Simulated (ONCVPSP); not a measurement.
# An ONCV potential for gallium, from input to tests

Do these settings give a usable potential? It is generated, then checked for transferability, scattering, ghosts and hardness.

Method: ONCVPSP 4.0.1.1 (patched build), PBEsol, scalar-relativistic.

## Step 1: Starting point

Typed settings, in words:

```
element                 : gallium (Ga, Z = 31)
type                    : optimised norm-conserving Vanderbilt (ONCV)
frozen core             : [Ar]
valence charge          : 13
reference configuration : 3d10 4s2 4p1
partial waves           : 4s: rc 1.95 bohr, ncon 3, nbas 7, qcut 2.9 1/bohr, 2 projectors, debl 2.1 Ha; 4p: rc 2.20 bohr, ncon 4, nbas 7, qcut 4.1 1/bohr, 2 projectors, debl 1 Ha; 3d: rc 1.00 bohr, ncon 5, nbas 10, qcut 16.6 1/bohr, 1 projector
local potential         : polynomial inside 0.95 bohr (lpopt 5, dvloc0 0 Ha)
core correction         : Teter function fitted to the true core (icmod 2), fcfact 0.7
```

The outer shells as boxes (Hund's rule for the drawing; the calculation is spin-unpolarised):

```
[Ar] core
3d [↑↓][↑↓][↑↓][↑↓][↑↓]
4s [↑↓]
4p [↑ ][  ][  ]
```

An earlier all-electron run gives the scale for the radii.

All-electron outer shells of the reference configuration (PBEsol, scalar-relativistic, ld1.x):

| shell | level (eV) | outermost node (bohr) | outermost maximum (bohr) |
| --- | --- | --- | --- |
| 3s | -147.78 | 0.27 | 0.56 |
| 3p | -98.68 | 0.24 | 0.56 |
| 3d | -19.16 | – | 0.53 |
| 4s | -8.96 | 0.81 | 1.90 |
| 4p | -2.57 | 0.87 | 2.53 |

## Step 2: The generation run

The input, Ga.dat:

```
# ATOM AND REFERENCE CONFIGURATION
# atsym  z   nc   nv     iexc    psfile
  Ga 31.00    5    3  -116133      upf
#
#   n    l    f
    1    0    2.00
    2    0    2.00
    2    1    6.00
    3    0    2.00
    3    1    6.00
    3    2   10.00
    4    0    2.00
    4    1    1.00
#
# PSEUDOPOTENTIAL AND OPTIMIZATION
# lmax
    2
#
#   l,   rc,      ep,       ncon, nbas, qcut
    0    1.95    0.00    3    7    2.90
    1    2.20    0.00    4    7    4.10
    2    1.00    0.00    5   10   16.60
#
# LOCAL POTENTIAL
# lloc, lpopt,  rc(5),   dvloc0
    4    5    0.95    0.00
#
# VANDERBILT-KLEINMAN-BYLANDER PROJECTORs
# l, nproj, debl
    0    2    2.10
    1    2    1.00
    2    1    1.30
#
# MODEL CORE CHARGE
# icmod, fcfact, rcfact
    2    0.70    0.65
#
# LOG DERIVATIVE ANALYSIS
# epsh1, epsh2, depsh
   -2.00    5.00    0.02
#
# OUTPUT GRID
# rlmax, drl
    6.00    0.01
#
# TEST CONFIGURATIONS
# ncnf
    4
# nvcnf
#   n    l    f
    3
    3    2   10.00
    4    0    2.00
    4    1    0.00
#
    3
    3    2   10.00
    4    0    1.00
    4    1    0.00
#
    3
    3    2   10.00
    4    0    0.00
    4    1    0.00
#
    3
    3    2    9.00
    4    0    2.00
    4    1    2.00
#
```

The run is started by

```bash
$ oncvpsp.x < Ga.dat > Ga.out
```

Q: Predict the outcome of this session. Wanted: cutoffs for 1 and 0.1 mHa per electron, occupied waves; bound ghosts; GHOST(+) flags; largest test error; largest phase difference near zero energy, channels read; rms error of d²Exc/dn², without and with the model core.

The runs gave:

```
                                                quantity                                        value
  cutoffs for 1 and 0.1 mHa per electron, occupied waves                            111 Ha and 124 Ha
                                            bound ghosts                               s at -14.65 eV
                                          GHOST(+) flags                                   p at 81 eV
                            largest test error (AE − PS)  -316 meV, for 3d9 4s2 4p2 (1 test unsolved)
largest phase difference near zero energy, channels read                                    0.004 rad
 rms error of d²Exc/dn², without and with the model core                            6.36 and 1.36 mHa
```

In words: It has a bound ghost (s), a state that the atom doesn't have, and that rules the file out. The worst unpolarised test, 3d9 4s2 4p2, is off by 316 meV on 20.3 eV; by total energies transferability rates as poor. Of the tests 1 gave no usable energy difference, which is a warning in itself. The potential is very hard: the looser tolerance needs 111 Ha. At the looser tolerance the 3d wave is the slowest; 4s needs 16 Ha. Near zero energy the phases of the channels with partial waves agree within 0.004 rad. The pseudo curves have a pole with no partner nearby in the atom's: s at -0.55 Ha. The program also flags highly localised states, GHOST(+) (p). These are tests on the free atom; a crystal test is still owed.
